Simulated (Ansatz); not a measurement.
# BGeH₅O: a ladder of functionals and wavefunction methods

The task here is to estimate one member of a computed series from the others.

Program: Ansatz 0.2.0, Gaussian basis. Level of theory: functionals in def2-TZVPP, the program's frozen cores in correlated methods. These are calculated values, not measurements.

Plan: LDA (SPW92), PBE-D4, revPBE-D4, BLYP-D4, r2SCAN-D4, B97M-V, PBE0-D4, B3LYP-D4, r2SCANh-D4, r2SCAN0-D4, HSE06-D4, BHLYP-D4, CAM-B3LYP-D4, LC-ωPBE, ωB97X-V, ωB97M-V, B2PLYP, PBE-QIDH; CCSD(T)/def2-SVP; CCSD(T)/def2-TZVPP; MP2/def2-QZVPP; extrapolation to the limit; RPA on PBE.

### Structure used throughout

An earlier PBE0-D4 in a triple-zeta def2 set relaxation fixed the geometry.

8 atoms, charge 0, spin multiplicity 1.

Atoms are counted from 1 here; the program's logs count them from 0.

Bond lengths: B1–Ge2 2.050 Å, B1–H4 1.193 Å, B1–H5 1.195 Å, Ge2–O3 1.791 Å, Ge2–H6 1.549 Å, Ge2–H7 1.549 Å, O3–H8 0.959 Å. Angles: Ge2–B1–H4 121.4°, Ge2–B1–H5 119.5°, H4–B1–H5 119.1°, B1–Ge2–O3 108.1°, B1–Ge2–H6 112.2°, B1–Ge2–H7 112.1°, O3–Ge2–H6 108.7°, O3–Ge2–H7 108.7°, H6–Ge2–H7 106.8°, Ge2–O3–H8 112.5°.

The first run:

File in.yaml:

```yaml
crystal:
  periodic: [false, false, false]
  atoms:
    - {symbol: B, position_ang: [-1.134121, 0.674947, -0.808128]}
    - {symbol: Ge, position_ang: [0.537483, 0.067198, 0.210213]}
    - {symbol: O, position_ang: [0.278784, -1.621944, 0.747033]}
    - {symbol: H, position_ang: [-2.065375, -0.053110, -0.965532]}
    - {symbol: H, position_ang: [-1.180121, 1.781537, -1.255947]}
    - {symbol: H, position_ang: [0.818140, 0.946309, 1.454034]}
    - {symbol: H, position_ang: [1.809630, 0.119031, -0.671781]}
    - {symbol: H, position_ang: [1.027781, -1.970968, 1.234208]}
basis:
  gaussian: {orbitals: def2-TZVPP}
hamiltonian: {xc: lda}
output: {orbitals: {seedname: orbitals}}
```

Started as:

```sh
ansatz run in.yaml --threads 2 --pin off --events-out ev --progress --plain --max-ram 4352MiB
```

Steps of the session up to this table: LDA; PBE-D4 (GGA); revPBE-D4 (GGA); BLYP-D4 (GGA); r2SCAN-D4 (meta-GGA); B97M-V (meta-GGA); B3LYP-D4 (hybrid); r2SCANh-D4 (hybrid); r2SCAN0-D4 (hybrid); HSE06-D4 (hybrid); BHLYP-D4 (hybrid); CAM-B3LYP-D4 (range-separated); LC-ωPBE (range-separated); ωB97X-V (range-separated); ωB97M-V (range-separated); B2PLYP (double hybrid); PBE-QIDH (double hybrid).

One of the session's tables, all rows but one given; the rest of the session is left out.

| functional | HOMO (eV) | LUMO (eV) | gap (eV) |
| --- | --- | --- | --- |
| LDA (SPW92) | -6.79 | -3.78 | 3.01 |
| PBE-D4 | -6.66 | -3.52 | 3.14 |
| revPBE-D4 | -6.61 | -3.40 | 3.20 |
| BLYP-D4 | -6.57 | -3.36 | 3.21 |
| r2SCAN-D4 | -7.02 | -3.16 | 3.86 |
| B97M-V | -7.15 | -3.29 | 3.86 |
| PBE0-D4 | ? | ? | ? |
| B3LYP-D4 | -8.00 | -2.72 | 5.27 |
| r2SCANh-D4 | -7.61 | -2.81 | 4.80 |
| r2SCAN0-D4 | -8.50 | -2.30 | 6.20 |
| HSE06-D4 | -7.84 | -2.89 | 4.95 |
| BHLYP-D4 | -9.52 | -1.44 | 8.08 |
| CAM-B3LYP-D4 | -9.68 | -1.38 | 8.30 |
| LC-ωPBE | -11.03 | -0.15 | 10.87 |
| ωB97X-V | -10.70 | -0.27 | 10.43 |
| ωB97M-V | -10.54 | -0.54 | 10.00 |

**Question.** Estimate the row for PBE0-D4.

As computed: HOMO (eV): -8.24; LUMO (eV): -2.50; gap (eV): 5.74. In the column «HOMO (eV)» it lies between r2SCAN0-D4 (-8.50) and B3LYP-D4 (-8.00).
